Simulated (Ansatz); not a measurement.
# ClH5OSSi2: the cost of one run

Program: Ansatz 0.2.0, Gaussian basis. Level of theory: functionals in def2-TZVPP, the program's frozen cores in correlated methods. These are calculated values, not measurements.

Plan: PBE-D4, r2SCAN-D4, PBE0-D4, B3LYP-D4, ωB97X-V, ωB97M-V, B2PLYP; CCSD(T)/def2-TZVPP; MP2/def2-QZVPP; extrapolation to the limit.

**1. The geometry**

All runs share one geometry, relaxed beforehand with PBE0-D4 in a triple-zeta def2 set.

SMILES `O[SiH2]S[SiH2]Cl`, 10 atoms, charge 0, spin multiplicity 1.

Atoms are counted from 1 here; the program's logs count them from 0.

Bond lengths: O1–Si2 1.638 Å, O1–H6 0.959 Å, Si2–S3 2.145 Å, Si2–H7 1.478 Å, Si2–H8 1.483 Å, S3–Si4 2.121 Å, Si4–Cl5 2.059 Å, Si4–H9 1.477 Å, Si4–H10 1.479 Å. Angles: Si2–O1–H6 118.5°, O1–Si2–S3 112.0°, O1–Si2–H7 105.1°, O1–Si2–H8 113.6°, S3–Si2–H7 111.1°, S3–Si2–H8 103.8°, H7–Si2–H8 111.4°, Si2–S3–Si4 97.5°, S3–Si4–Cl5 111.6°, S3–Si4–H9 107.5°, S3–Si4–H10 110.9°, Cl5–Si4–H9 107.2°, Cl5–Si4–H10 107.4°, H9–Si4–H10 112.2°.

Geometry (Å):

```mol
ClH5OSSi2
  3D, bonds by distance, orders not assigned

 10  9  0  0  0  0  0  0  0  0999 V2000
   -0.8117    1.3506   -0.9826 O   0  0
    0.3897    1.4949    0.1208 Si  0  0
    0.3506   -0.0930    1.5618 S   0  0
    0.1452   -1.7027    0.1960 Si  0  0
   -1.8212   -1.9981   -0.3376 Cl  0  0
   -1.6918    1.1261   -0.6736 H   0  0
    1.6402    1.4696   -0.6665 H   0  0
    0.2940    2.7238    0.9458 H   0  0
    0.6001   -2.9297    0.8819 H   0  0
    0.9049   -1.4416   -1.0460 H   0  0
  1  2  8  0
  2  3  8  0
  3  4  8  0
  4  5  8  0
  1  6  8  0
  2  7  8  0
  2  8  8  0
  4  9  8  0
  4 10  8  0
M  END
```

**2. PBE-D4 (GGA)**

in.yaml

```yaml
crystal:
  periodic: [false, false, false]
  atoms:
    - {symbol: O, position_ang: [-0.811688, 1.350629, -0.982644]}
    - {symbol: Si, position_ang: [0.389687, 1.494920, 0.120760]}
    - {symbol: S, position_ang: [0.350602, -0.093040, 1.561791]}
    - {symbol: Si, position_ang: [0.145196, -1.702665, 0.195991]}
    - {symbol: Cl, position_ang: [-1.821174, -1.998054, -0.337608]}
    - {symbol: H, position_ang: [-1.691809, 1.126121, -0.673571]}
    - {symbol: H, position_ang: [1.640245, 1.469649, -0.666459]}
    - {symbol: H, position_ang: [0.293991, 2.723751, 0.945847]}
    - {symbol: H, position_ang: [0.600067, -2.929682, 0.881861]}
    - {symbol: H, position_ang: [0.904882, -1.441628, -1.045969]}
basis:
  gaussian: {orbitals: def2-TZVPP}
hamiltonian: {xc: pbe, dispersion: d4}
output: {forces: true, orbitals: {seedname: orbitals}}
```

Started as:

```
$ ansatz run in.yaml --threads 2 --pin off --events-out ev --progress --plain --max-ram 22528MiB --backend cpu
```

Q: Estimate wall time and peak memory on 2 threads of AMD EPYC 7R13, shared host.

About 6.5 s, with a peak of 0.48 GiB.
